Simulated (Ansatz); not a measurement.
# GaBr+ (doublet): wave-function methods side by side at distance Ga1–Br2 = 2.245 Å, cc-pVTZ

The task here is to estimate one member of a computed series from the others.

Program: Ansatz 0.2.0, Gaussian basis. Level of theory: cc-pVTZ, core rule «outside noble gas», up to 28 orbitals frozen. These are calculated values, not measurements.

To be run: UHF; CCSD(T) on ROHF; CCSD(T) on UHF; BCCD(T) on ROHF; CISD; CCSDT(Q) on ROHF; CCSDT(Q) on UHF; CASSCF and NEVPT2, 3 electrons in 3 orbitals.

18 further runs of the same task are left out: 6 for a known fault of the program, 9 that didn't finish, 3 set aside as unsound or not needed.

### The geometry

The geometry derives from a PBE0/def2-TZVP stationary point (not a proven minimum). One bond is set to the value named and the two fragments are kept rigid. No spin-orbit coupling is included. The filled d shell of Ga, Br may be among the frozen orbitals whatever the setting's name suggests; the logs give the count.

2 atoms, charge 1, spin multiplicity 2.

Atoms are counted from 1 here; the program's logs count them from 0.

Bond lengths: Ga1–Br2 2.245 Å.

Set-up of the first run:

in.yaml reads:

```yaml
crystal:
  periodic: [false, false, false]
  atoms:
    - {symbol: Ga, position_ang: [0.000000, 0.000000, 0.000000]}
    - {symbol: Br, position_ang: [0.000000, 0.000000, 2.245200]}
basis:
  gaussian: {orbitals: cc-pVTZ}
total_charge: 1
magnetization: {spin_polarized: true, initial_magnetization: 1}
hamiltonian: {xc: hf}
output: {orbitals: {seedname: orbitals}}
```

Command:

```sh
> ansatz run in.yaml --threads 1 --pin off --events-out ev --progress --plain --max-ram 2393MiB
```

Among the steps run: UHF; CCSD(T) on ROHF; CCSD(T) on UHF; BCCD(T) on ROHF; CISD; CCSDT(Q) on ROHF; CCSDT(Q) on UHF; CASSCF and NEVPT2, 3 electrons in 3 orbitals.

One table of the session follows, with a row left open; its other results are not shown here.

| method | from UCCSDT(Q) (meV) |
| --- | --- |
| ROHF | +5906.6 |
| UHF | +5798.2 |
| RMP2 | +822.7 |
| UMP2 | +817.2 |
| RCCSD | +300.5 |
| UCCSD | +282.4 |
| RCCSD(T) | +44.8 |
| UCCSD(T) | +36.1 |
| BCCD(T) | +46.1 |
| RCCSDT | +24.3 |
| UCCSDT | +13.4 |
| RCCSDT(Q) | +12.4 |
| UCCSDT(Q) | 0 |
| CASSCF pair | +5552.0 |
| NEVPT2 pair | ? |

Estimate the missing values for NEVPT2 pair.

As computed: from UCCSDT(Q) (meV): +780.1. In the column «from UCCSDT(Q) (meV)» it lies between RCCSD (+300.5) and UMP2 (+817.2).

Not comparable, so not listed: CISD (they don't share determinant, frozen orbitals or solution with the rows shown, or repeat one).

Caveats from the session: Restricted and unrestricted rows rest on different reference determinants; where their highest levels disagree by more than a few hundredths of an eV, they describe different states and don't form one ladder.
